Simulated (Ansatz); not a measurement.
# FGeH₄NO: an energy map over angle H5–N1–Ge2 and dihedral H5–N1–Ge2–O3

How does the energy of FGeH4NO, SMILES [NH2][GeH]([OH])[F] change over two coordinates at once? A grid of runs gives the map.

The runs use Ansatz 0.2.0; RKS B3LYP-D4/def2-TZVP.

## 1. Starting geometry

8 atoms, charge 0, spin multiplicity 1.

Atoms are counted from 1 here; the program's logs count them from 0.

Bond lengths: N1–Ge2 1.816 Å, N1–H5 1.026 Å, N1–H6 1.025 Å, Ge2–O3 1.783 Å, Ge2–F4 1.772 Å, Ge2–H7 1.545 Å, O3–H8 0.976 Å. Angles: Ge2–N1–H5 114.5°, Ge2–N1–H6 115.6°, H5–N1–H6 109.7°, N1–Ge2–O3 104.9°, N1–Ge2–F4 114.7°, N1–Ge2–H7 111.3°, O3–Ge2–F4 104.3°, O3–Ge2–H7 115.9°, F4–Ge2–H7 105.8°, Ge2–O3–H8 109.7°.

As a file:

```xyz
8
charge 0, multiplicity 1
N    -0.5761    1.3029    0.0926
Ge    0.4278   -0.1807   -0.2064
O     0.3270   -1.1157    1.3085
F    -0.2186   -1.2750   -1.4406
H    -1.5253    1.1132    0.4315
H    -0.6132    1.9748   -0.6804
H     1.8515    0.1909   -0.6762
H     0.4191   -2.0676    1.1150
```

This geometry comes from a loose relaxation at PBE in a small basis, which is not shown.

## 3. Setting up the map

First coordinate, angle H5–N1–Ge2: 9 values from 71.0 to 161.0 °. Second coordinate, dihedral H5–N1–Ge2–O3: 9 values from −180 to 140 °, periodic.

Nothing else is relaxed (all other coordinates rigid). Energies count from the relaxed molecule at the same level. Points are written as (first, second).

(The set-up runs are not shown.)

## 4. Point (138.5°, 60°)

Input file input.yaml:

```yaml
crystal:
  periodic: [false, false, false]
  atoms:
    - { symbol: "N", position_ang: [-0.587471, 1.287226, 0.070666] }
    - { symbol: Ge, position_ang: [0.433085, -0.177795, -0.21226] }
    - { symbol: O, position_ang: [-0.484301, -1.169488, -1.354439] }
    - { symbol: F, position_ang: [1.949177, 0.153171, -1.04303] }
    - { symbol: H, position_ang: [-1.507502, 1.51201, 0.421988] }
    - { symbol: H, position_ang: [-0.628309, 1.97066, -0.67107] }
    - { symbol: H, position_ang: [0.831196, -0.870006, 1.092323] }
    - { symbol: H, position_ang: [0.08747, -1.685065, -1.933172] }
basis:
  gaussian: { orbitals: def2-TZVP }
hamiltonian:
  xc: { name: B3LYP }
  dispersion: d4
output:
  forces: true
```

Started as:

```
> ansatz run input.yaml --threads 1 --pin off --max-ram 2560MiB --backend cpu --events-out ev --progress --plain --runs-dir out
```

Further runs follow: the other points that were computed.

**Question.** What will these runs give? Wanted: lowest point; highest computed point; dipole moment; largest force on an atom.

As calculated:

| quantity | value |
| --- | --- |
| lowest point | (116.0°, −60°), 0.7 kJ/mol |
| highest computed point | (71.0°, −140°), 174 kJ/mol above the lowest |
| dipole moment (D) | 0.17 at (82.3°, −20°) to 2.21 at (71.0°, −180°); 1.07 at the lowest point |
| largest force on an atom (eV/Å) | 0.05 at (116.0°, −60°) to 4.72 at (71.0°, −180°); 0.05 at the lowest point |
| time for the whole task | 19 min on 1 thread, shared host |

What this shows: The lowest computed point is at (116.0°, −60°), 0.7 kJ/mol from the relaxed molecule at the same level. A higher local minimum lies near (116.0°, 140°) (5 kJ/mol above the lowest at that grid point). The highest computed point, (71.0°, −140°), lies 174 kJ/mol above the lowest. On the interpolated surface the easiest way out of the lowest well to the well at (116.0°, 140°) passes a barrier of about 15 kJ/mol. Round the minimum the valley is somewhat tilted: raising angle H5–N1–Ge2 shifts the best value of dihedral H5–N1–Ge2–O3 downwards (coupling k₁₂/√(k₁₁k₂₂) about 0.1).
